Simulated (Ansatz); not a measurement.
# Si2H4ClF (SMILES F[SiH]([SiH3])Cl) at 6 levels

Wanted: a comparison of 6 runs (B3LYP/6-31G*, B2PLYP/def2-SVP, B3LYP/def2-SVP, wB97X/def2-SVP, MP2/def2-SVP, CCSD(T)/def2-SVP) of Si2H4ClF. 

The results are computed with Ansatz 0.2.0.

68 further runs of the same task are left out: 68 set aside as unsound or not needed. Runs told in other sessions of the task aren't counted.

## 1. Starting point

Si2H4ClF has 8 atoms, charge 0, and is taken as a singlet. As SMILES, `F[SiH]([SiH3])Cl`. One bond was lengthened or shortened from a relaxed shape.

Bond lengths: F1–Si2 1.597 Å, Si2–Si3 2.339 Å, Si2–Cl4 2.049 Å, Si2–H5 1.704 Å, Si3–H6 1.487 Å, Si3–H7 1.486 Å, Si3–H8 1.485 Å. Some angles: F1–Si2–Si3 109.8°, F1–Si2–Cl4 107.9°, Si3–Si2–Cl4 109.0°, F1–Si2–H5 107.2°, Si3–Si2–H5 115.4°, Cl4–Si2–H5 107.3°, Si2–Si3–H6 110.0°, Si2–Si3–H7 108.3°, Si2–Si3–H8 109.2°, H6–Si3–H7 109.5°.

## 2. The energy at B3LYP/6-31G(d) (spherical functions) (run 1)

input.yaml reads:

```yaml
crystal:
  periodic: [false, false, false]
  atoms:
    - {symbol: F, position_ang: [-1.475946, 1.670392, 0.269905]}
    - {symbol: Si, position_ang: [-0.529846, 0.686392, -0.558995]}
    - {symbol: Si, position_ang: [0.392054, -0.919408, 0.870005]}
    - {symbol: Cl, position_ang: [-1.681046, -0.256508, -1.967195]}
    - {symbol: H, position_ang: [0.596600, 1.655400, -1.392300]}
    - {symbol: H, position_ang: [1.208754, -0.257508, 1.921005]}
    - {symbol: H, position_ang: [1.256554, -1.820208, 0.064305]}
    - {symbol: H, position_ang: [-0.703546, -1.700508, 1.498305]}
basis:
  gaussian:
    orbitals: 6-31G_st_-spherical.json
hamiltonian:
  xc: {name: B3LYP}
accuracy: high
output:
  orbitals: {seedname: orbitals}
```

The basis set 6-31G* is read from a file made from the Basis Set Exchange's data (not shown).

Command:

```bash
$ ansatz run input.yaml --threads 1 --pin off --max-ram 3480MiB --events-out events.jsonl --progress --plain --runs-dir runs
```

The program printed:

```text
Warning: RAYON_NUM_THREADS=1 ignored (pool sized by the plan → 1); use --threads N
Functional definition: B3LYP
  name "B3LYP"
  parameter a0 = 0.2
  parameter ax = 0.72
  parameter ac = 0.81
  exchange = (1 - a0 - ax)*slater_x + ax*b88_x + a0*exact_x
  correlation = (1 - ac)*vwn_rpa_c + ac*lyp_c
1653 factors; integrals over basis functions are off by at most 3.6e-9 eV
mean field evaluation 1: about -31060.4508 eV, gradient 3.0e1 eV
mean field evaluation 2: about -31058.4040 eV, gradient 4.9e1 eV
mean field evaluation 4: about -31061.9931 eV, gradient 1.1e0 eV
mean field evaluation 8: about -31062.1501 eV, gradient 1.3e-1 eV
mean field evaluation 16: about -31062.1502 eV, gradient 5.6e-6 eV
mean field -31062.15019950 eV, -1141.5129651499 hartree, gradient 6.3e-8 eV, S^2 0.000000; 0 other end points of the search recorded, 0 dependent functions left out
reference -31062.15024344 eV, -1141.5129667648 hartree; 29, 29 occupied and 47, 47 virtual orbitals, 1653 factors
Total energy: -31062.15024344 eV, -1141.5129667648 hartree
```

Run time: 8.4 s. Hardware: 1 thread of Intel Xeon Platinum 8259CL at 2.50GHz (Skylake/Cascade Lake), shared host; peak memory 0.27 GiB.

## 3. The energy at B2PLYP/def2-SVP (run 2)

input.yaml reads:

```yaml
crystal:
  periodic: [false, false, false]
  atoms:
    - symbol: F
      position_ang: [-1.475946, 1.670392, 0.269905]
    - symbol: Si
      position_ang: [-0.529846, 0.686392, -0.558995]
    - symbol: Si
      position_ang: [0.392054, -0.919408, 0.870005]
    - symbol: Cl
      position_ang: [-1.681046, -0.256508, -1.967195]
    - symbol: H
      position_ang: [0.596600, 1.655400, -1.392300]
    - symbol: H
      position_ang: [1.208754, -0.257508, 1.921005]
    - symbol: H
      position_ang: [1.256554, -1.820208, 0.064305]
    - symbol: H
      position_ang: [-0.703546, -1.700508, 1.498305]
basis:
  gaussian:
    orbitals: def2-SVP
hamiltonian:
  xc: {name: B2PLYP}
correlation:
  frozen_orbitals: {Cl: 5, F: 1, H: 0, Si: 5}
accuracy: high
output: {orbitals: {seedname: orbitals}}
```

Command:

```bash
$ ansatz run input.yaml --threads 1 --pin off --max-ram 3480MiB --events-out events.jsonl --progress --plain --runs-dir runs
```

The program printed, cut to the lines that bear on the results:

```text
Warning: RAYON_NUM_THREADS=1 ignored (pool sized by the plan → 1); use --threads N
Functional definition: B2PLYP
  name "B2PLYP"
[...]
1792 factors; integrals over basis functions are off by at most 5.0e-9 eV
[...]
mean field -31033.42881774 eV, -1140.4574738383 hartree, gradient 2.0e-8 eV, S^2 0.000000; 0 other end points of the search recorded, 0 dependent functions left out
16 core orbitals not correlated: weight in the atoms' cores, before any rotation towards them, 1.000 or more for the frozen orbitals, at most 0.000 for the correlated occupied ones
reference -31033.42884402 eV, -1140.4574748042 hartree; 13, 13 occupied and 59, 59 virtual orbitals, 1792 factors
second order -17.05752012 eV of doubles, -0.00000000 eV of singles
Total energy: -31038.03437446 eV, -1140.6267249259 hartree
```

It took 12 s on 1 thread of Intel Xeon Platinum 8259CL at 2.50GHz (Skylake/Cascade Lake), shared host; peak memory 0.31 GiB.

Runs 3 to 5 aren't shown in full; the table further down has their settings and results.

## 4. The energy at CCSD(T)/def2-SVP (run 6)

molecule.yaml reads:

```yaml
crystal:
  periodic: [false, false, false]
  atoms:
    - {symbol: F, position_ang: [-1.475946, 1.670392, 0.269905]}
    - {symbol: Si, position_ang: [-0.529846, 0.686392, -0.558995]}
    - {symbol: Si, position_ang: [0.392054, -0.919408, 0.870005]}
    - {symbol: Cl, position_ang: [-1.681046, -0.256508, -1.967195]}
    - {symbol: H, position_ang: [0.596600, 1.655400, -1.392300]}
    - {symbol: H, position_ang: [1.208754, -0.257508, 1.921005]}
    - {symbol: H, position_ang: [1.256554, -1.820208, 0.064305]}
    - {symbol: H, position_ang: [-0.703546, -1.700508, 1.498305]}
basis:
  gaussian: {orbitals: def2-SVP}
correlation: {method: ccsd_t, frozen_orbitals: {Cl: 5, F: 1, H: 0, Si: 5}}
accuracy: high
scf: {omitted_lower_state_checks: [cluster_reference, increment]}
```

Command:

```bash
$ ansatz run molecule.yaml --threads 1 --pin off --max-ram 3480MiB --events-out events.jsonl --progress --plain --runs-dir runs
```

The program printed, cut to the lines that bear on the results:

```text
Warning: RAYON_NUM_THREADS=1 ignored (pool sized by the plan → 1); use --threads N
Functional definition: HF
  name "HF"
[...]
1792 factors; integrals over basis functions are off by at most 5.0e-9 eV
[...]
mean field -30988.63016082 eV, -1138.8111535623 hartree, gradient 9.7e-9 eV, S^2 0.000000; 0 other end points of the search recorded, 0 dependent functions left out
16 core orbitals not correlated: weight in the atoms' cores, before any rotation towards them, 1.000 or more for the frozen orbitals, at most 0.000 for the correlated occupied ones
reference -30988.63016082 eV, -1138.8111535623 hartree; 13, 13 occupied and 59, 59 virtual orbitals, 1792 factors
second order -13.97351230 eV of doubles, -0.00000000 eV of singles
cycle   1  -14.83259589 eV  change   -8.6e-1 eV  update   9.3e-2
[...]
cycle  21  -15.32045296 eV  change  -8.8e-10 eV  update   1.0e-9
perturbative correction -0.31594281 eV, -0.0116106843 hartree
Total energy: -31004.26655660 eV, -1139.3857805083 hartree
Checks for a lower state left out: cluster_reference, increment
```

It took 15 s on 1 thread of Intel Xeon Platinum 8259CL at 2.50GHz (Skylake/Cascade Lake), shared host; peak memory 0.45 GiB.

## 5. Overview of the runs

```csv
run,level,frozen core orbitals,energy (Eh),HOMO energy (eV),LUMO energy (eV),HOMO–LUMO gap (eV),wall time
1,B3LYP/6-31G* (spherical functions),–,-1141.512967,-8.08,-0.50,7.57,8.4 s
2,B2PLYP/def2-SVP,16,-1140.626725,-9.34,0.93,10.27,12 s
3,B3LYP/def2-SVP,–,-1141.164371,-8.03,-0.48,7.54,8.1 s
4,wB97X/def2-SVP,–,-1141.077789,-10.56,1.72,12.28,31 s
5,MP2/def2-SVP,16,-1139.324671,–,–,–,3.6 s
6,CCSD(T)/def2-SVP,16,-1139.385781,–,–,–,15 s
```

## 6. What came out

| quantity | value |
| --- | --- |
| run 6: total energy | -1139.38578 Eh |
| run 6: correlation energy (16 core orbitals frozen) | -574.6 mEh |
| run 6: (T) correction | -11.61 mEh |
| run 6: T1 diagnostic | 0.012 |

What this shows: Over runs 1, 2, 3, 4 the HOMO–LUMO gap runs from 7.54 eV (B3LYP/def2-SVP) to 12.28 eV (wB97X/def2-SVP). Totals of different functionals can't be ranked against each other. All runs together took 78 s, the longest 31 s.
